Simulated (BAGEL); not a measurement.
# PBE0/cc-pVDZ (density fitting with qzvpp-jkfit) run of AlSiH5O2 (SMILES O[SiH2][O][AlH2])

Aim: the energy change on altering one bond length of AlSiH5O2 at PBE0/cc-pVDZ (density fitting with qzvpp-jkfit), from 2 runs. 

Program for the calculation: BAGEL 1.2.2.

2 further runs of the same task are left out: 1 that didn't finish, 1 set aside as unsound or not needed.

**1. The structure to begin with**

The species is AlSiH5O2 (9 atoms), meant as a singlet with charge 0. As SMILES, `O[SiH2][O][AlH2]`. The shape is that of a PBE0-D4/def2-TZVP optimisation. This is one conformer, not always the lowest.

Bond lengths: O1–Si2 1.642 Å, Si2–O3 1.619 Å, O3–Al4 1.683 Å, O1–H5 0.958 Å, Si2–H6 1.480 Å, Si2–H7 1.487 Å, Al4–H8 1.580 Å, Al4–H9 1.579 Å. Some angles: O1–Si2–O3 112.5°, Si2–O3–Al4 173.6°, O1–Si2–H6 104.7°, O1–Si2–H7 110.2°, O3–Si2–H6 110.1°, O3–Si2–H7 107.6°, Si2–O1–H5 117.9°, O3–Al4–H8 117.8°, O3–Al4–H9 118.1°, H6–Si2–H7 111.8°.

**2. A single-point energy at PBE0/cc-pVDZ (density fitting with qzvpp-jkfit)**

input.json

```json
{ "bagel" : [

{
  "title" : "molecule",
  "basis" : "cc-pvdz.json",
  "df_basis" : "qzvpp-jkfit",
  "angstrom" : true,
  "geometry" : [
    { "atom" : "O", "xyz" : [   -0.795100,    1.829400,   -0.898200 ] },
    { "atom" : "Si", "xyz" : [    0.173000,    1.196700,    0.266900 ] },
    { "atom" : "O", "xyz" : [    0.250800,   -0.418900,    0.197700 ] },
    { "atom" : "Al", "xyz" : [    0.325700,   -2.080500,   -0.060600 ] },
    { "atom" : "H", "xyz" : [   -1.740800,    1.705800,   -0.810900 ] },
    { "atom" : "H", "xyz" : [    1.506100,    1.782800,    0.005000 ] },
    { "atom" : "H", "xyz" : [   -0.337300,    1.564900,    1.614200 ] },
    { "atom" : "H", "xyz" : [   -0.959500,   -2.795700,   -0.636800 ] },
    { "atom" : "H", "xyz" : [    1.665600,   -2.830600,    0.305400 ] }
  ]
},
{
  "title" : "ks",
  "xc_func" : "pbe0"
},
{
  "title" : "print",
  "file" : "orbitals.molden",
  "orbitals" : true
}

]}
```

The basis set cc-pVDZ is read from a file made from the Basis Set Exchange's data (not shown).

Command:

```console
$ BAGEL_NUM_THREADS=1 BAGEL input.json > input.out
```

Log:

```text
* using 1 threads per process

  ===============================================================
  ===============================================================

  *** Geometry ***

  { "atom" : "O", "xyz" : [     -1.502521,      3.457065,     -1.697352 ] },
  { "atom" : "Si", "xyz" : [      0.326923,      2.261435,      0.504368 ] },
  { "atom" : "O", "xyz" : [      0.473943,     -0.791606,      0.373599 ] },
  { "atom" : "Al", "xyz" : [      0.615484,     -3.931575,     -0.114517 ] },
  { "atom" : "H", "xyz" : [     -3.289635,      3.223495,     -1.532379 ] },
  { "atom" : "H", "xyz" : [      2.846117,      3.369004,      0.009449 ] },
  { "atom" : "H", "xyz" : [     -0.637405,      2.957232,      3.050396 ] },
  { "atom" : "H", "xyz" : [     -1.813192,     -5.283107,     -1.203378 ] },
  { "atom" : "H", "xyz" : [      3.147528,     -5.349059,      0.577122 ] },

  Number of auxiliary basis functions:      500

  Since a DF basis is specified, we compute 2- and 3-index integrals:
    o Being stored without compression. Storage requirement is 0.032 GB

  Number of basis functions:       89
  Number of electrons      :       48

    * METHOD: MOLECULE                             0.27

  *** Kohn-Sham DFT ***

    * Removing 15402 points whose weight is below 1.00e-10
    * Grid points: 118752

  === Nuclear Repulsion ===
   209.4063869906

       - DIIS with orbital gradients will be used.

  === KS iteration (pbe0 / cc-pvdz.json) ===
      0       -656.63832136          0.09405525           0.43
      1       -607.47347050          0.11361413           0.39
      2       -559.37595916          0.17732544           0.40
      3       -671.51770846          0.07628790           0.40
      4       -679.31041733          0.04278111           0.39
      5       -664.06491593          0.09948267           0.40
      6       -684.90578473          0.01482166           0.39
      7       -684.82094423          0.01974330           0.39
      8       -685.00930239          0.00901031           0.38
      9       -685.02064182          0.00861087           0.40
     10       -685.07451365          0.00271735           0.39
     11       -685.07999716          0.00043424           0.40
     12       -685.08010951          0.00004512           0.39
     13       -685.08011092          0.00001524           0.40
     14       -685.08011106          0.00000519           0.39
     15       -685.08011108          0.00000088           0.40
     16       -685.08011108          0.00000023           0.38
     17       -685.08011108          0.00000005           0.39
     18       -685.08011108          0.00000004           0.39
     19       -685.08011108          0.00000001           0.40
    * SCF iteration converged.

    * Permanent dipole moment:
           (    0.440703,     0.327378,    -0.144489) a.u.

    * METHOD: KS                                   8.68

    * METHOD: PRINT                                0.02

  ===============================================================
```

It took 9.3 s on 1 thread of Arm Neoverse V1, shared host; peak memory 0.5 GiB.

**3. The distorted shape at the same level**

job.json

```json
{ "bagel" : [

{
  "title" : "molecule",
  "basis" : "cc-pvdz.json",
  "df_basis" : "qzvpp-jkfit",
  "angstrom" : true,
  "geometry" : [
    { "atom" : "O", "xyz" : [   -0.718541,    1.774160,   -1.100331 ] },
    { "atom" : "Si", "xyz" : [    0.249559,    1.141460,    0.064769 ] },
    { "atom" : "O", "xyz" : [    0.327359,   -0.474140,   -0.004431 ] },
    { "atom" : "Al", "xyz" : [    0.402259,   -2.135740,   -0.262731 ] },
    { "atom" : "H", "xyz" : [   -1.664241,    1.650560,   -1.013031 ] },
    { "atom" : "H", "xyz" : [    1.582659,    1.727560,   -0.197131 ] },
    { "atom" : "H", "xyz" : [   -0.337300,    1.564900,    1.614200 ] },
    { "atom" : "H", "xyz" : [   -0.882941,   -2.850940,   -0.838931 ] },
    { "atom" : "H", "xyz" : [    1.742159,   -2.885840,    0.103269 ] }
  ]
},
{
  "title" : "ks",
  "xc_func" : "pbe0"
},
{
  "title" : "print",
  "file" : "orbitals.molden",
  "orbitals" : true
}

]}
```

The basis set cc-pVDZ is read from a file made from the Basis Set Exchange's data (not shown).

Command:

```console
$ BAGEL_NUM_THREADS=1 BAGEL job.json > job.out
```

Log:

```text
* using 1 threads per process

  ===============================================================
  ===============================================================

  *** Geometry ***

  { "atom" : "O", "xyz" : [     -1.357846,      3.352677,     -2.079324 ] },
  { "atom" : "Si", "xyz" : [      0.471598,      2.157047,      0.122396 ] },
  { "atom" : "O", "xyz" : [      0.618619,     -0.895995,     -0.008373 ] },
  { "atom" : "Al", "xyz" : [      0.760159,     -4.035964,     -0.496490 ] },
  { "atom" : "H", "xyz" : [     -3.144960,      3.119106,     -1.914351 ] },
  { "atom" : "H", "xyz" : [      2.990792,      3.264615,     -0.372524 ] },
  { "atom" : "H", "xyz" : [     -0.637405,      2.957232,      3.050396 ] },
  { "atom" : "H", "xyz" : [     -1.668517,     -5.387496,     -1.585350 ] },
  { "atom" : "H", "xyz" : [      3.292203,     -5.453447,      0.195150 ] },

  Number of auxiliary basis functions:      500

  Since a DF basis is specified, we compute 2- and 3-index integrals:
    o Being stored without compression. Storage requirement is 0.032 GB

  Number of basis functions:       89
  Number of electrons      :       48

    * METHOD: MOLECULE                             0.26

  *** Kohn-Sham DFT ***

    * Removing 15204 points whose weight is below 1.00e-10
    * Grid points: 118950

  === Nuclear Repulsion ===
   208.4452621200

       - DIIS with orbital gradients will be used.

  === KS iteration (pbe0 / cc-pvdz.json) ===
      0       -656.56308666          0.09489766           0.42
      1       -607.73976088          0.11207254           0.38
      2       -558.60675527          0.17537597           0.40
      3       -671.25950916          0.07659283           0.40
      4       -679.15448108          0.04451384           0.40
      5       -664.40179886          0.09946611           0.39
      6       -684.87530914          0.01575551           0.40
      7       -684.83603832          0.01854548           0.40
      8       -685.01453990          0.00789577           0.40
      9       -685.02439248          0.00751858           0.40
     10       -685.06511401          0.00247598           0.40
     11       -685.06964266          0.00038934           0.40
     12       -685.06974576          0.00004494           0.40
     13       -685.06974731          0.00001343           0.39
     14       -685.06974745          0.00000243           0.39
     15       -685.06974746          0.00000048           0.40
     16       -685.06974746          0.00000013           0.40
     17       -685.06974746          0.00000004           0.39
     18       -685.06974746          0.00000001           0.40
     19       -685.06974746          0.00000000           0.40
    * SCF iteration converged.

    * Permanent dipole moment:
           (    0.384519,     0.386633,     0.009661) a.u.

    * METHOD: KS                                   8.76

    * METHOD: PRINT                                0.02

  ===============================================================
```

Run time: 9.3 s. Hardware: 1 thread of Arm Neoverse V1, shared host; peak memory 0.5 GiB.

**4. What came out**

Level: PBE0/cc-pVDZ (density fitting with qzvpp-jkfit).

| quantity | value |
| --- | --- |
| first shape: total energy | -685.08011 Eh |
| first shape: dipole moment | 1.44 D |
| first shape: HOMO energy | -8.19 eV |
| first shape: LUMO energy | -1.14 eV |
| first shape: HOMO–LUMO gap | 7.05 eV |
| distorted shape: total energy | -685.06975 Eh |
| distorted shape: dipole moment | 1.39 D |
| distorted shape: HOMO energy | -8.10 eV |
| distorted shape: LUMO energy | -1.19 eV |
| distorted shape: HOMO–LUMO gap | 6.91 eV |
| energy change with the Si2–H7 bond stretched from 1.487 to 1.710 Å | 0.282 eV |

With the Si2–H7 bond stretched from 1.487 to 1.710 Å the energy rises by 0.28 eV (6.5 kcal/mol). The first shape isn't relaxed at this level, so the change isn't measured from a minimum.
